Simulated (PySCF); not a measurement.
# Zr(SMe)2Cl2: geometry, NMR shifts and electronic excitations

Wanted: the NMR shifts and electronic excitations of Zr(SMe)2Cl2 (`C[S][Zr]([Cl])([Cl])[S]C`), by calculation.

Computed with PySCF 2.14.0, with density-fitted response routines of our own, on a single molecule in the gas phase. Atoms are numbered from 0 throughout.

### 1 The molecule as given

13 atoms, charge 0, multiplicity 1; geometry from: GFN2-xTB. The atoms were then displaced at random by about 0.03 Å, so the start is not that level's minimum.

Bonds of the start (Å): Zr0–S1 2.41, Zr0–S6 2.40, Zr0–Cl11 2.36, Zr0–Cl12 2.29, S1–C2 1.90, C2–H3 1.07, C2–H4 1.07, C2–H5 1.05, S6–C7 1.86, C7–H8 1.12, C7–H9 1.02, C7–H10 1.12.

### 2 Geometry optimisation at PBE0-D3(BJ)/def2-SVP

Job settings and geometry (Å):

```
{"job": {"xc": "PBE0", "basis": "def2-SVP", "d3": "d3bj", "grid": 1, "maxiter": 40, "shake": 0.03, "kind": "geom"}, "charge": 0, "multiplicity": 1}
Zr     0.267210    -0.079010     0.159580
S      0.147070     0.031900     2.567120
C     -1.740570     0.141980     2.429730
H     -1.862020     1.090060     1.945330
H     -2.079750     0.130730     3.440580
H     -2.076380    -0.713580     1.912300
S      2.516480    -0.058750    -0.678470
C      1.823980    -0.130950    -2.400800
H      1.205670    -1.063640    -2.436220
H      2.604240    -0.155240    -3.055770
H      1.120540     0.722900    -2.545520
Cl    -0.864050     1.817200    -0.675730
Cl    -1.031790    -1.785700    -0.639930
```

On the command line:

```
> OMP_NUM_THREADS=1 python probes_run.py task.json out
```

The driver reads the jobs from task.json and runs them one after another.

Standard output:

```text
step   0  E = -1842.62447841  max force = 0.071875
step   1  E = -1842.63856685  max force = 0.022313
step   2  E = -1842.64107438  max force = 0.005996
step   3  E = -1842.64173601  max force = 0.005709
step   4  E = -1842.64199770  max force = 0.005924
step   5  E = -1842.64219198  max force = 0.004707
step   6  E = -1842.64228670  max force = 0.001897
step   7  E = -1842.64235581  max force = 0.001290
step   8  E = -1842.64237474  max force = 0.001612
step   9  E = -1842.64238552  max force = 0.001731
step  10  E = -1842.64240691  max force = 0.001434
step  11  E = -1842.64244892  max force = 0.001123
step  12  E = -1842.64247912  max force = 0.000922
step  13  E = -1842.64252016  max force = 0.000719
step  14  E = -1842.64254374  max force = 0.000721
step  15  E = -1842.64256399  max force = 0.000761
step  16  E = -1842.64257730  max force = 0.000747
step  17  E = -1842.64258528  max force = 0.000786
step  18  E = -1842.64258332  max force = 0.000839
step  19  E = -1842.64257984  max force = 0.000607
step  20  E = -1842.64258137  max force = 0.000473
step  21  E = -1842.64258892  max force = 0.000250
optimisation converged
```

Run time: 20 min. Hardware: 1 thread of Intel Xeon at 2.50GHz, shared host; peak memory 0.71 GiB.

Step by step:

```csv
step,energy from step 0 (eV),largest force component (eV/Å)
0,0.0000,3.6960
1,-0.3834,1.1474
2,-0.4516,0.3083
3,-0.4696,0.2936
4,-0.4767,0.3046
5,-0.4820,0.2420
6,-0.4846,0.0975
7,-0.4865,0.0663
8,-0.4870,0.0829
9,-0.4873,0.0890
10,-0.4879,0.0737
11,-0.4890,0.0577
12,-0.4898,0.0474
13,-0.4909,0.0370
14,-0.4916,0.0371
15,-0.4921,0.0391
16,-0.4925,0.0384
17,-0.4927,0.0404
18,-0.4927,0.0431
19,-0.4926,0.0312
20,-0.4926,0.0243
21,-0.4928,0.0129
```

Close pairs (by a distance rule), those that changed most:

```csv
bond,before (Å),after (Å),change (Å)
Zr0–C7,2.997,3.224,+0.227
Zr0–C2,3.039,3.258,+0.220
C7–H9,1.019,1.098,+0.079
S1–C2,1.896,1.835,-0.061
Zr0–Cl12,2.289,2.342,+0.053
C2–H5,1.055,1.099,+0.044
C2–H4,1.066,1.098,+0.032
C2–H3,1.072,1.098,+0.027
```

The next job starts from the end point, and lists it.

```csv
at the end point,value
"rotational constants (GHz, main isotopes)","1.015, 0.607, 0.602"
dipole moment (D),0.71
```

### 3 Shielding tensors: PBE0/def2-TZVP+pcSseg-1

Job settings and geometry (Å):

```
{"job": {"kind": "nmr", "xc": "PBE0", "basis": {"default": "pcSseg-1", "Zr": "def2-TZVP"}}, "charge": 0, "multiplicity": 1}
Zr     0.129904     0.019731     0.108499
S     -0.306824     0.026258     2.473029
C     -2.140466     0.097433     2.444156
H     -2.487683     1.059783     2.044450
H     -2.480401    -0.001390     3.483464
H     -2.562362    -0.730028     1.856843
S      2.468457    -0.002944    -0.442274
C      2.304553    -0.122757    -2.267494
H      1.755924    -1.029598    -2.556910
H      3.322095    -0.177850    -2.675585
H      1.807202     0.767662    -2.676212
Cl    -0.886426     1.880146    -0.885930
Cl    -0.893342    -1.838545    -0.883835
```

With the program's defaults for keys left out, this is: GIAO PBE0/pcSseg-1 Zr:def2-TZVP NMR shielding, scalar relativity only through core potentials, gas phase.

Standard output:

```text
coarse grid: 58664 points
cycle   1  E = -1841.2492887094  dE = -3.248e+00  |g| = 2.808e+00  |ddm| = 5.295e+00
cycle   2  E = -1840.0890576340  dE =  1.160e+00  |g| = 3.157e+00  |ddm| = 6.062e+00
cycle   3  E = -1843.1097878185  dE = -3.021e+00  |g| = 3.484e-01  |ddm| = 4.676e+00
cycle   4  E = -1843.1374384274  dE = -2.765e-02  |g| = 1.594e-01  |ddm| = 5.785e-01
cycle   5  E = -1843.1431903469  dE = -5.752e-03  |g| = 5.892e-02  |ddm| = 2.310e-01
cycle   6  E = -1843.1441134535  dE = -9.231e-04  |g| = 1.209e-02  |ddm| = 7.871e-02
cycle   7  E = -1843.1441516174  dE = -3.816e-05  |g| = 4.222e-03  |ddm| = 1.536e-02
cycle   8  E = -1843.1441557034  dE = -4.086e-06  |g| = 1.210e-03  |ddm| = 4.469e-03
final grid: 116040 points
cycle   9  E = -1843.1440951632  dE =  8.423e-07  |g| = 2.166e-03  |ddm| = 4.060e-03
cycle  10  E = -1843.1440901845  dE =  4.979e-06  |g| = 4.564e-03  |ddm| = 6.888e-03
cycle  11  E = -1843.1440965286  dE = -6.344e-06  |g| = 6.443e-04  |ddm| = 4.909e-03
cycle  12  E = -1843.1440966417  dE = -1.132e-07  |g| = 2.220e-05  |ddm| = 5.898e-04
cycle  13  E = -1843.1440966419  dE = -1.610e-10  |g| = 7.792e-06  |ddm| = 3.653e-05
converged SCF energy = -1843.1440966419

GIAO shielding tensors (ppm)
atom      isotropic    diamagn.    paramagn.     s11        s22        s33       span
  0 Zr         nan         nan         nan        nan        nan        nan        nan
  1 S      173.139    1060.089    -886.949   -514.025    334.189    699.255   1213.280
  2 C      165.766     250.071     -84.305    151.689    164.413    181.195     29.506
  3 H       28.366      29.048      -0.682     23.955     27.186     33.957     10.002
  4 H       28.828      26.681       2.148     23.901     26.334     36.250     12.350
  5 H       28.387      29.421      -1.034     23.856     27.329     33.976     10.120
  6 S      166.030    1060.008    -893.979   -527.005    327.997    697.097   1224.102
  7 C      165.793     250.299     -84.506    152.243    164.078    181.058     28.814
  8 H       28.342      29.321      -0.980     23.849     27.213     33.963     10.114
  9 H       28.793      26.687       2.106     23.896     26.313     36.168     12.272
 10 H       28.365      29.215      -0.850     23.942     27.210     33.942     10.001
 11 Cl     418.469    1151.049    -732.581    111.406    190.245    953.755    842.349
 12 Cl     416.906    1151.022    -734.116    113.116    185.029    952.573    839.456
```

Run time: 2.7 min. Hardware: 1 thread of Intel Xeon at 2.50GHz, shared host; peak memory 1.2 GiB.

The references, computed at this level on geometries of the same kind, shield at (ppm): 1H TMS 31.27, 13C TMS 184.4, 33S CS2 496, 35Cl HCl 943. Their shielding less the atom's gives the shift. The references are single molecules in the gas phase. Atoms listed in one row are averaged.

```csv
atoms,environment,σ (ppm),δ (ppm)
"C2, C7","carbon bonded to S, 3 H",165.8,18.6
"H3, H4, H5, H8, H9, H10",hydrogen on a carbon bonded to S,28.51,2.75
"S1, S6","sulfur bonded to C, Zr",170,326
"Cl11, Cl12",chlorine bonded to Zr,418,526
```

Atoms past Kr carry core potentials, so their printed shieldings have no meaning and are left out of the table.

Charges from the same density, by scheme (e):

```csv
atoms,Mulliken,ESP fit
Zr0,0.90,0.69
"S1, S6",-0.27,-0.20
"C2, C7",-0.42,-0.51
"Cl11, Cl12",-0.32,-0.24
```

Mayer bond orders: Zr0–S1 1.22, Zr0–S6 1.23, Zr0–Cl11 1.10, Zr0–Cl12 1.10, S1–C2 0.97, S6–C7 0.97.

With diffuse functions Mulliken charges and Mayer bond orders lose their meaning; the other schemes are steadier.

The fields below are evaluated on a grid from the run's orbitals.

Frontier orbitals at PBE0/def2-TZVP+pcSseg-1, with the share of their density that lies nearest to each atom:

```csv
orbital,energy (eV),lies on
HOMO,-7.66,"S1, S6 about 39 % each"
LUMO,-2.91,"Zr0 61 %; S1, S6 about 9 % each"
```

ELF in a plane through or near 4 of the atoms.

Values, 10 rows by 14 columns:
```
0.00 0.00 0.00 0.00 0.00 0.00 0.00 0.00 0.00 0.00 0.00 0.00 0.00 0.00
0.00 0.00 0.00 0.00 0.00 0.00 0.17 0.22 0.02 0.00 0.00 0.00 0.00 0.00
0.00 0.00 0.00 0.00 0.00 0.10 0.67 0.72 0.24 0.00 0.00 0.00 0.00 0.00
0.00 0.00 0.01 0.76 0.89 0.04 0.77 0.80 0.19 0.11 0.90 0.04 0.00 0.00
0.00 0.00 0.12 0.77 0.98 0.03 0.16 0.33 0.04 0.61 0.98 0.22 0.03 0.00
0.00 0.00 0.31 0.58 0.80 0.05 0.57 0.82 0.04 0.33 0.76 0.30 0.03 0.00
0.00 0.00 0.03 0.93 0.98 0.02 0.36 0.51 0.16 0.35 1.00 0.28 0.00 0.00
0.00 0.00 0.00 0.12 0.07 0.08 0.80 0.85 0.50 0.00 0.48 0.01 0.00 0.00
0.00 0.00 0.00 0.00 0.00 0.05 0.53 0.65 0.28 0.00 0.00 0.00 0.00 0.00
0.00 0.00 0.00 0.00 0.00 0.00 0.01 0.04 0.00 0.00 0.00 0.00 0.00 0.00
```
The map spans 13.7 Å across and 9.0 Å up, centred on the molecule. Atoms in the plane (x, y in Å): H3 (3.2, -1.0), H5 (3.1, 0.8), H8 (-3.1, 0.9), H10 (-3.2, -0.9).

On the surface of density 0.002 e/bohr³ the electrostatic potential runs, from the 1st to the 99th percentile, from -0.59 V near S1 to 1.66 V near Zr0.

### 4 Ultraviolet spectrum: wB97X-D/def2-SVPD

Same as in step 3 but for these lines:

```diff
@@ -1,2 +1,2 @@
-{"job": {"kind": "nmr", "xc": "PBE0", "basis": {"default": "pcSseg-1", "Zr": "def2-TZVP"}}, "charge": 0, "multiplicity": 1}
+{"job": {"kind": "uv", "xc": "wB97X-D", "basis": "def2-SVPD", "ip": true, "nstates": 10}, "charge": 0, "multiplicity": 1}
 Zr     0.129904     0.019731     0.108499
```

With the program's defaults for keys left out, this is: TDDFT wB97X-D/def2-SVPD, vertical, gas phase, core orbitals frozen in the response.

Standard output:

```text
coarse grid: 58664 points
cycle   1  E = -1842.7137305166  dE = -5.419e+00  |g| = 1.435e+00  |ddm| = 6.037e+00
cycle   2  E = -1842.5939392584  dE =  1.198e-01  |g| = 1.478e+00  |ddm| = 4.073e+00
cycle   3  E = -1843.3027017614  dE = -7.088e-01  |g| = 1.271e-01  |ddm| = 2.362e+00
cycle   4  E = -1843.3074729093  dE = -4.771e-03  |g| = 5.187e-02  |ddm| = 3.315e-01
cycle   5  E = -1843.3083103081  dE = -8.374e-04  |g| = 1.469e-02  |ddm| = 9.330e-02
cycle   6  E = -1843.3084053185  dE = -9.501e-05  |g| = 5.022e-03  |ddm| = 2.999e-02
cycle   7  E = -1843.3084268785  dE = -2.156e-05  |g| = 1.321e-03  |ddm| = 1.772e-02
cycle   8  E = -1843.3084286941  dE = -1.816e-06  |g| = 5.731e-04  |ddm| = 4.631e-03
final grid: 116040 points
cycle   9  E = -1843.3118600358  dE = -6.724e-05  |g| = 2.020e-03  |ddm| = 9.478e-02
cycle  10  E = -1843.3118609846  dE = -9.488e-07  |g| = 1.302e-03  |ddm| = 7.627e-03
cycle  11  E = -1843.3118613698  dE = -3.852e-07  |g| = 7.164e-04  |ddm| = 2.276e-03
cycle  12  E = -1843.3118615216  dE = -1.518e-07  |g| = 1.506e-04  |ddm| = 1.698e-03
cycle  13  E = -1843.3118615321  dE = -1.049e-08  |g| = 4.825e-05  |ddm| = 3.535e-04
cycle  14  E = -1843.3118615334  dE = -1.326e-09  |g| = 1.843e-05  |ddm| = 1.338e-04
cycle  15  E = -1843.3118615337  dE = -2.883e-10  |g| = 6.287e-06  |ddm| = 6.142e-05
converged SCF energy = -1843.3118615337

Static polarisability (au): isotropic 139.541, principal 118.840 126.936 172.846

Singlet excitations
state   eV       nm        f      main configurations
  1   3.5086    353.4   0.00006   H-1->L 0.94
  2   3.5268    351.5   0.00122   H->L 0.95
  3   4.1677    297.5   0.00211   H-2->L 0.90
  4   4.5568    272.1   0.00179   H-3->L 0.71, H-1->L+1 0.26
  5   4.7717    259.8   0.07635   H->L+1 0.87
  6   4.9142    252.3   0.03611   H-1->L+1 0.63, H-3->L 0.22
  7   4.9812    248.9   0.00023   H-1->L+2 0.97
  8   5.0222    246.9   0.00212   H-2->L+1 0.58, H->L+2 0.37
  9   5.0876    243.7   0.01401   H->L+2 0.61, H-2->L+1 0.35
 10   5.2892    234.4   0.00262   H-1->L+4 0.34, H-1->L+3 0.29, H->L+4 0.22

Triplet excitations (Tamm-Dancoff, eV): 3.3790 3.4073 3.8559 4.0217
Vertical ionisation energy (delta-SCF) = 9.4970 eV
Vertical electron affinity (delta-SCF) = 1.4021 eV
```

Run time: 12 min. Hardware: 1 thread of Intel Xeon at 2.50GHz, shared host; peak memory 1.4 GiB.

The orbitals next to the gap, with their largest atomic shares:

```csv
orbital,eV,atoms
HOMO−3,-10.50,"S6 32 %, S1 30 %, Zr0 16 %"
HOMO−2,-10.12,"S1 34 %, S6 32 %, Zr0 15 %"
HOMO−1,-9.45,"S1 34 %, S6 33 %, Zr0 9 %"
HOMO,-9.43,"S6 35 %, S1 34 %, Zr0 9 %"
LUMO,-1.19,"Zr0 64 %, S1 10 %, S6 9 %"
LUMO+1,-0.34,"Zr0 66 %, S6 9 %, S1 9 %"
LUMO+2,0.06,"Zr0 62 %, Cl11 12 %, Cl12 12 %"
```

With each of the 10 states as a Gaussian band of 0.4 eV half-width at 1/e, the curve within the window shown has maxima at 256 nm (ε 5,000) L/(mol cm). Beyond the last state computed it falls off for lack of states. The curve at chosen wavelengths:

```tsv
nm	ε (L/mol/cm)
222	323
230	1073
238	2447
246	4010
255	4944
263	4565
271	3413
279	2147
287	1186
295	607
304	283
312	157
320	101
328	77
336	67
344	63
353	58
361	52
369	45
377	37
385	29
393	22
402	15
410	11
418	7
426	5
```

Leading natural transition orbitals of singlet state 5: the hole lies on S1, S6 about 39 % each; Zr0 6 %; the particle on Zr0 68 %; S1, S6 about 9 % each.

Leading natural transition orbitals of singlet state 1: the hole lies on S1 53 %; S6 24 %; Zr0 8 %; the particle on Zr0 63 %; S1, S6 about 10 % each.

Ground-state properties from the same run:

```csv
property,computed
dipole moment (D),0.58
polarisability (Å³),20.68
HOMO–LUMO gap (eV),8.24
−ε(HOMO) (eV),9.43
```

### 5 Nuclear shieldings: KT2/def2-TZVP+pcSseg-1

Same as in step 4 but for these lines:

```diff
@@ -1,2 +1,2 @@
-{"job": {"kind": "uv", "xc": "wB97X-D", "basis": "def2-SVPD", "ip": true, "nstates": 10}, "charge": 0, "multiplicity": 1}
+{"job": {"kind": "nmr", "xc": "KT2", "basis": {"default": "pcSseg-1", "Zr": "def2-TZVP"}, "pop": false}, "charge": 0, "multiplicity": 1}
 Zr     0.129904     0.019731     0.108499
```

Level: GIAO KT2/pcSseg-1 Zr:def2-TZVP NMR shielding, scalar relativity only through core potentials, gas phase.

Standard output:

```text
coarse grid: 58664 points
cycle   1  E = -1852.8074167007  dE =  5.043e-01  |g| = 4.652e+00  |ddm| = 5.615e+00
cycle   2  E = -1817.3066813009  dE =  3.550e+01  |g| = 7.706e+00  |ddm| = 2.624e+01
cycle   3  E = -1857.2407245330  dE = -3.993e+01  |g| = 1.935e+00  |ddm| = 2.595e+01
cycle   4  E = -1854.2436048611  dE =  2.997e+00  |g| = 4.029e+00  |ddm| = 4.293e+00
cycle   5  E = -1857.9860294518  dE = -3.742e+00  |g| = 1.241e+00  |ddm| = 2.743e+00
cycle   6  E = -1858.1479445415  dE = -1.619e-01  |g| = 9.824e-01  |ddm| = 1.950e+00
cycle   7  E = -1858.4186570515  dE = -2.707e-01  |g| = 1.929e-01  |ddm| = 9.440e-01
cycle   8  E = -1858.4293925480  dE = -1.074e-02  |g| = 8.089e-02  |ddm| = 2.453e-01
cycle   9  E = -1858.4310614484  dE = -1.669e-03  |g| = 2.029e-02  |ddm| = 1.014e-01
cycle  10  E = -1858.4311009843  dE = -3.954e-05  |g| = 1.571e-02  |ddm| = 3.951e-02
cycle  11  E = -1858.4311826353  dE = -8.165e-05  |g| = 2.044e-03  |ddm| = 2.068e-02
cycle  12  E = -1858.4311839093  dE = -1.274e-06  |g| = 8.670e-04  |ddm| = 3.298e-03
final grid: 116040 points
cycle  13  E = -1858.4311105218  dE =  7.122e-07  |g| = 1.892e-03  |ddm| = 3.804e-03
cycle  14  E = -1858.4311050195  dE =  5.502e-06  |g| = 4.442e-03  |ddm| = 7.425e-03
cycle  15  E = -1858.4311115400  dE = -6.520e-06  |g| = 7.923e-04  |ddm| = 5.331e-03
cycle  16  E = -1858.4311117342  dE = -1.942e-07  |g| = 9.281e-05  |ddm| = 8.331e-04
cycle  17  E = -1858.4311117367  dE = -2.535e-09  |g| = 2.499e-05  |ddm| = 1.192e-04
cycle  18  E = -1858.4311117369  dE = -1.855e-10  |g| = 7.261e-06  |ddm| = 3.511e-05
converged SCF energy = -1858.4311117369

GIAO shielding tensors (ppm)
atom      isotropic    diamagn.    paramagn.     s11        s22        s33       span
  0 Zr         nan         nan         nan        nan        nan        nan        nan
  1 S      175.644    1062.255    -886.610   -459.056    315.425    670.565   1129.621
  2 C      162.509     250.485     -87.976    147.616    160.845    179.068     31.452
  3 H       28.139      29.377      -1.237     23.893     27.071     33.454      9.562
  4 H       28.720      26.485       2.235     24.014     26.481     35.664     11.650
  5 H       28.126      29.823      -1.697     23.737     27.179     33.462      9.725
  6 S      169.109    1062.179    -893.071   -471.124    309.921    668.530   1139.654
  7 C      162.501     250.672     -88.171    148.184    160.476    178.843     30.658
  8 H       28.103      29.715      -1.611     23.780     27.066     33.464      9.684
  9 H       28.681      26.488       2.194     24.007     26.461     35.576     11.569
 10 H       28.118      29.561      -1.443     23.840     27.080     33.435      9.596
 11 Cl     388.168    1153.207    -765.039     85.825    193.623    885.056    799.232
 12 Cl     386.270    1153.181    -766.911     87.365    187.642    883.802    796.436
```

It took 2.2 min on 1 thread of Intel Xeon at 2.50GHz, shared host; peak memory 1.1 GiB.

In short: δ C2 20.7, S1 346, Cl11 556, H3 2.86 ppm (means over like atoms).

### 6 Comparing the runs: NMR shifts

Shifts (ppm), means over like atoms, with basis size and wall time:

```csv
run,C2,H3,S1,Cl11,functions,time
PBE0/def2-TZVP+pcSseg-1,18.6,2.75,326,526,200,2.7 min
KT2/def2-TZVP+pcSseg-1,20.7,2.86,346,556,200,2.2 min
```

### 7 Outcome

| quantity | value |
| --- | --- |
| rotational constants (main isotopes) | 1.01, 0.61, 0.60 GHz |
| 13C shifts against TMS (PBE0/def2-TZVP+pcSseg-1, means over atoms taken as alike) | 18.6 ppm |
| 1H shifts against TMS (PBE0/def2-TZVP+pcSseg-1, means over atoms taken as alike) | 2.75 ppm |
| 33S shifts against CS2 (PBE0/def2-TZVP+pcSseg-1, means over atoms taken as alike) | 326 ppm |
| 35Cl shifts against HCl (PBE0/def2-TZVP+pcSseg-1, means over atoms taken as alike) | 526 ppm |
| surface potential, 1st and 99th percentile | -0.59 V and 1.66 V |
| lowest singlet (wB97X-D/def2-SVPD) | 3.51 eV (353 nm), f = 0.000 |
| brightest single state of those computed | state 5, 4.77 eV, f = 0.076 |
| lowest triplet | 3.38 eV |
| vertical ionisation energy (ΔSCF) | 9.50 eV |
| vertical electron affinity (ΔSCF) | 1.40 eV |
| range of the shift of Cl11 | 526 to 556 ppm |

What this shows: The start was shaken at random, so part of the energy gained undoes that. Over 21 steps the energy fell by 0.493 eV; of the close pairs, Zr0–C7 changed most, 2.997 to 3.224 Å. At PBE0/def2-TZVP+pcSseg-1: Shielding is most anisotropic at S1, S6 (span 1219 ppm, paramagnetic term -890 ppm). By nearest atom (PBE0/def2-TZVP+pcSseg-1), the HOMO sits on S1, S6 about 39 % each and the LUMO on Zr0 61 %; S1, S6 about 9 % each. The lowest singlet, at 3.51 eV, is HOMO−1→LUMO 0.94 and is dark; of the 10 states computed, the strongest absorption comes from state 5 at 4.77 eV. The lowest triplet lies 0.13 eV below the lowest singlet (triplets in Tamm-Dancoff, singlets in full TDDFT). The orbital energy would give 9.43 eV for ionisation, ΔSCF gives 9.50 eV. In ppm, Cl11 (with its like atoms) moves most: its shift spreads over 30 ppm, from 526 (PBE0/def2-TZVP+pcSseg-1) to 556 (KT2/def2-TZVP+pcSseg-1). Spin-orbit coupling is left out, which matters for shieldings and couplings at and beside the heavy atoms.
